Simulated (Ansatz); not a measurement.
**SiGeHO+ (singlet): the correlation ladder, cc-pVDZ**

An exercise on one series of results from a longer session: the logs are not shown, and one member is left open.

Program: Ansatz 0.2.0, Gaussian basis. Level of theory: cc-pVDZ, core rule «outside noble gas», up to 20 orbitals frozen. These are calculated values, not measurements.

To be run: UHF; CCSD(T) on RHF; CCSD(T) on UHF; BCCD(T) on RHF; CISD; CCSDT(Q) on RHF; CCSDT(Q) on UHF; CASSCF and MRCISD+Q, 8 electrons in 8 orbitals; CASSCF and NEVPT4(SD), 8 electrons in 8 orbitals; CASSCF and NEVPT2, 8 electrons in 8 orbitals.

23 further runs of the same task are left out: 1 for a known fault of the program, 7 that didn't finish, 15 set aside as unsound or not needed. Runs told in other sessions of the task aren't counted.

## The geometry

The geometry is a PBE0/def2-TZVP stationary point (not a proven minimum) of the parent state, kept for this charge and spin. No spin-orbit coupling is included. The filled d shell of Ge may be among the frozen orbitals whatever the setting's name suggests.

4 atoms, charge 1, spin multiplicity 1.

Atoms are counted from 1 here; the program's logs count them from 0.

Bond lengths: Ge1–Si2 2.195 Å, Si2–O3 1.635 Å, O3–H4 0.962 Å. Angles: Ge1–Si2–O3 175.9°, Si2–O3–H4 118.2°.

Geometry (Å):

```xyz
4
charge 1, multiplicity 1
Ge    0.00001   -0.16419    2.57007
Si   -0.00001   -0.26114    0.37688
O     0.00002   -0.21710   -1.25773
H    -0.00001    0.64242   -1.68923
```

The first run:

Input file in.yaml:

```yaml
crystal:
  periodic: [false, false, false]
  atoms:
    - {symbol: Ge, position_ang: [0.000006, -0.164187, 2.570072]}
    - {symbol: Si, position_ang: [-0.000013, -0.261137, 0.376882]}
    - {symbol: O, position_ang: [0.000021, -0.217096, -1.257726]}
    - {symbol: H, position_ang: [-0.000014, 0.642420, -1.689228]}
basis:
  gaussian: {orbitals: cc-pVDZ}
total_charge: 1
magnetization: {spin_polarized: true, initial_magnetization: 0}
hamiltonian: {xc: hf}
output: {orbitals: {seedname: orbitals}}
```

Command:

```bash
$ ansatz run in.yaml --threads 1 --pin off --events-out ev --progress --plain --max-ram 2393MiB
```

Steps of the session up to this table: UHF; CCSD(T) on RHF; CCSD(T) on UHF; BCCD(T) on RHF; CISD; CCSDT(Q) on RHF; CCSDT(Q) on UHF; CASSCF and MRCISD+Q, 8 electrons in 8 orbitals; CASSCF and NEVPT4(SD), 8 electrons in 8 orbitals; CASSCF and NEVPT2, 8 electrons in 8 orbitals.

One table of the session follows, with a row left open; its other results are not shown here.

```
           method  from RCCSDT(Q) (meV)
              RHF                     ?
              UHF               +9392.4
             RMP2               +1310.2
             UMP2                +949.2
             CISD               +1627.6
            RCCSD                +476.9
            UCCSD                +160.4
         RCCSD(T)                +109.9
         UCCSD(T)                -201.0
          BCCD(T)                +105.0
           RCCSDT                 +58.6
        RCCSDT(Q)                     0
  CASSCF frontier               +6571.9
  MRCISD frontier                +891.2
MRCISD+Q frontier                +172.9
```

Estimate the missing values for RHF.

**Answer.** from RCCSDT(Q) (meV): +10183.2. In the column «from RCCSDT(Q) (meV)» it is the highest.

Not comparable, so not listed: CCSDT(Q) on UHF; CASSCF and NEVPT4(SD), 8 electrons in 8 orbitals; CASSCF and NEVPT2, 8 electrons in 8 orbitals (they don't share determinant, frozen orbitals or solution with the rows shown, or repeat one).

Limits of these values: The determinant of HF (⟨S²⟩ 1.02) is far from a pure spin state, so its energy mixes those of several spin states; that is harmless only where they are near-degenerate. The determinant of CCSD(T) (⟨S²⟩ 1.02) is far from a pure spin state, so its energy mixes those of several spin states; high orders of coupled cluster remove much of that, low ones don't. The determinant of CCSDT(Q) (⟨S²⟩ 1.01) is far from a pure spin state, so its energy mixes those of several spin states; high orders of coupled cluster remove much of that, low ones don't. The program flags UCCSD(T) as in doubt, so read those rows with care; the flags are large difference. Warnings: restricted reference is unstable; spin contamination; large T1 diagnostic. Restricted and unrestricted rows rest on different reference determinants; a gap between their highest levels can come from leftover correlation error, from unlike frozen cores or from another state. Warnings in the runs' records: passed over end.
